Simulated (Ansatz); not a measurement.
Run this with Ansatz's Python interface and show what comes out.

Script `energy_c2h7nsesi2.py`:
```python
# -*- coding: utf-8 -*-
"""Single point of C2H7NSeSi2 in a Gaussian basis."""

from pathlib import Path

import ansatz as az
from ase import Atoms
import numpy as np

BASIS_SET = "6-31G*"
FUNCTIONAL = "b3lyp"

atoms = Atoms(["N", "C", "C", "Si", "Se", "Si", "H", "H", "H", "H", "H", "H", "H"], positions=[
    (-0.2738, 2.5672, -0.8333),
    (-0.8086, 1.557, -1.0147),
    (-1.4874, 0.2814, -1.2472),
    (-0.8402, -1.0154, -0.0671),
    (1.364, -1.4352, -0.4985),
    (2.0318, -0.0884, 1.2186),
    (-1.3071, -0.0485, -2.2908),
    (-2.5773, 0.411, -1.086),
    (-1.0389, -0.5733, 1.3216),
    (-1.6015, -2.2557, -0.2753),
    (3.4999, -0.0945, 1.2988),
    (1.474, -0.5919, 2.4826),
    (1.5651, 1.2861, 0.9913),
])
molecule = az.Crystal.molecule_from_ase(atoms)

calc = (
    molecule.calculation()
    .basis(gaussian=BASIS_SET)
    .functional(FUNCTIONAL)
    .forces()
    .orbitals()
)
print(calc.to_yaml())
done = calc.run(runs_dir="runs")
report = done.report

for key in ("converged", "free_energy_ev", "reference_energy_ev", "n_frozen", "n_occupied", "n_virtual"):
    print(f"{key:22s} {report[key]}")

symbols = [site.symbol for site in molecule.cartesian_sites]
print("forces (eV/A)")
for symbol, f in zip(symbols, report["forces_ev_ang"]):
    print(f"  {symbol:2s} {f[0]:9.4f} {f[1]:9.4f} {f[2]:9.4f}")

charges = report["charge_distribution"]
print("dipole moment", round(4.803205 * float(np.linalg.norm(charges["dipole_moment_e_ang"])), 3), "D")
print("Mulliken:", [(s, round(q, 3)) for s, q in zip(symbols, charges["mulliken_charges_e"])])

lines = Path(report["orbitals_path"]).read_text().splitlines()
field_of = lambda key: [line.split("=")[1].strip() for line in lines if line.startswith(key)]
orbitals = [(27.211386 * float(e), s, float(n)) for e, s, n in zip(field_of("Ene="), field_of("Spin="), field_of("Occup="))]
homo = max(e for e, _, n in orbitals if n > 0.5)
lumo = min(e for e, _, n in orbitals if n < 0.5)
for e, spin, n in sorted(orbitals):
    if homo - 6 < e < lumo + 5:
        print(f"{spin:6s} {e:10.3f} eV  occupation {n:.0f}")
```

Output of `python energy_c2h7nsesi2.py`:
```text
crystal:
  periodic: [false, false, false]
  atoms:
    - { symbol: "N", position_ang: [-0.2738, 2.5672, -0.8333] }
    - { symbol: C, position_ang: [-0.8086, 1.557, -1.0147] }
    - { symbol: C, position_ang: [-1.4874, 0.2814, -1.2472] }
    - { symbol: Si, position_ang: [-0.8402, -1.0154, -0.0671] }
    - { symbol: Se, position_ang: [1.364, -1.4352, -0.4985] }
    - { symbol: Si, position_ang: [2.0318, -0.0884, 1.2186] }
    - { symbol: H, position_ang: [-1.3071, -0.0485, -2.2908] }
    - { symbol: H, position_ang: [-2.5773, 0.411, -1.086] }
    - { symbol: H, position_ang: [-1.0389, -0.5733, 1.3216] }
    - { symbol: H, position_ang: [-1.6015, -2.2557, -0.2753] }
    - { symbol: H, position_ang: [3.4999, -0.0945, 1.2988] }
    - { symbol: H, position_ang: [1.474, -0.5919, 2.4826] }
    - { symbol: H, position_ang: [1.5651, 1.2861, 0.9913] }
basis:
  gaussian:
    orbitals: "6-31G*"
hamiltonian:
  xc: b3lyp
output:
  orbitals: {}
  forces: true

converged              True
free_energy_ev         -84776.80815642745
reference_energy_ev    -84776.80815642745
n_frozen               0
n_occupied             [44, 44]
n_virtual              [88, 88]
forces (eV/A)
  N     0.2736    0.4518    0.1544
  C    -0.5141   -0.4629   -0.3975
  C    -0.3118    0.6482   -0.4562
  Si    0.2025   -0.6622    0.1729
  Se    0.0675   -0.2760   -0.1602
  Si    0.1775    0.2727    0.1609
  H    -0.1837    0.1536    0.3793
  H     0.3405   -0.0489   -0.1863
  H     0.0004    0.1450    0.2219
  H    -0.1769   -0.2280   -0.1062
  H     0.2778   -0.0990   -0.0685
  H    -0.0892   -0.0975    0.2634
  H    -0.0641    0.2031    0.0220
dipole moment 3.095 D
Mulliken: [('N', -0.467), ('C', 0.365), ('C', -0.55), ('Si', 0.44), ('Se', -0.321), ('Si', 0.284), ('H', 0.223), ('H', 0.215), ('H', -0.042), ('H', -0.042), ('H', -0.043), ('H', -0.047), ('H', -0.016)]
Alpha     -11.135 eV  occupation 2
Alpha     -10.597 eV  occupation 2
Alpha     -10.037 eV  occupation 2
Alpha      -9.952 eV  occupation 2
Alpha      -9.805 eV  occupation 2
Alpha      -9.186 eV  occupation 2
Alpha      -8.990 eV  occupation 2
Alpha      -8.734 eV  occupation 2
Alpha      -8.492 eV  occupation 2
Alpha      -6.846 eV  occupation 2
Alpha      -0.483 eV  occupation 0
Alpha      -0.250 eV  occupation 0
Alpha       0.460 eV  occupation 0
Alpha       0.529 eV  occupation 0
Alpha       0.791 eV  occupation 0
Alpha       1.398 eV  occupation 0
Alpha       1.788 eV  occupation 0
Alpha       1.920 eV  occupation 0
Alpha       2.786 eV  occupation 0
Alpha       2.953 eV  occupation 0
Alpha       3.525 eV  occupation 0
Alpha       3.733 eV  occupation 0
```

Reading the output:
- Total energies depend on the basis set; only differences at equal settings carry meaning.
- The geometry is a force-field or estimated start, not a minimum of this method, and the basis set is short of its limit.
- Alpha marks a spatial orbital of a restricted run, filled by both spins.
- b3lyp holds the VWN-RPA fit, as in Gaussian; the form of ORCA and Turbomole is b3lyp5.
- Levels such as HOMO and LUMO are orbital energies: with these approximate functionals they aren't the ionisation energy and electron affinity, and their gap isn't the fundamental gap.
- Run time: 12 s on 1 thread of Arm Neoverse V2, with other jobs on the host, peak memory 0.42 GiB.

(A comment or docstring line of the script was reworded after the run, the code is as it ran; lines on the test bed's own set-up are left out of the output.)
